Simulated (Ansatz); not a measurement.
# BBrF2H2O: the cost of one run

Method: PBE0-D4, def2-SVP first, then def2-TZVP; program: Ansatz 0.2.0, Gaussian basis.

154 further runs of the same task are left out: 2 that didn't finish, 152 set aside as unsound or not needed.

### 1 The starting structure

The guess: 7 atoms, charge 0, spin multiplicity 1.

Atoms are counted from 1 here; the program's logs count them from 0.

Bond lengths: B1–O2 1.496 Å, B1–F3 1.329 Å, B1–F4 1.321 Å, B1–Br6 2.243 Å, O2–H7 0.965 Å, H5–Br6 1.696 Å. Angles: O2–B1–F3 114.2°, O2–B1–F4 115.2°, O2–B1–Br6 88.4°, F3–B1–F4 116.5°, F3–B1–Br6 109.3°, F4–B1–Br6 109.4°, B1–O2–H7 116.3°, B1–Br6–H5 57.2°.

Coordinates:

```csv
atom,x (Å),y (Å),z (Å)
B1,-0.5175,0.3425,-0.1416
O2,0.9724,0.2352,-0.0512
F3,-1.0194,-0.0070,-1.3220
F4,-1.0398,1.4145,0.4273
H5,0.8183,-0.7919,0.7062
Br6,-0.6638,-1.3946,1.2702
H7,1.4498,0.2013,-0.8890
```

Distances that are to change: B1–Br6 2.24 Å, O2–H5 1.29 Å, B1–O2 1.50 Å, H5–Br6 1.70 Å.

### 2 Constrained relaxation of the guess

The input, hold/in.yaml:

```yaml
crystal:
  periodic: [false, false, false]
  atoms:
    - {symbol: B, position_ang: [-0.517500, 0.342500, -0.141600]}
    - {symbol: O, position_ang: [0.972400, 0.235200, -0.051200]}
    - {symbol: F, position_ang: [-1.019400, -0.007000, -1.322000]}
    - {symbol: F, position_ang: [-1.039800, 1.414500, 0.427300]}
    - {symbol: H, position_ang: [0.818300, -0.791900, 0.706200]}
    - {symbol: Br, position_ang: [-0.663800, -1.394600, 1.270200]}
    - {symbol: H, position_ang: [1.449800, 0.201300, -0.889000]}
basis:
  gaussian: {orbitals: def2-SVP}
hamiltonian: {xc: pbe0, dispersion: d4}
relax: {f_tol: 0.04, max_steps: 150, escape_saddle: false, constraints: [{distance: [0, 5]}, {distance: [1, 4]}, {distance: [0, 1]}, {distance: [4, 5]}]}
```

Launch:

```sh
$ ansatz run in.yaml --threads 4 --pin off --events-out ev --progress --plain --max-ram 9574MiB
```

**Question.** How long does this run take on 4 threads of AMD EPYC, shared host?

About 30 s.
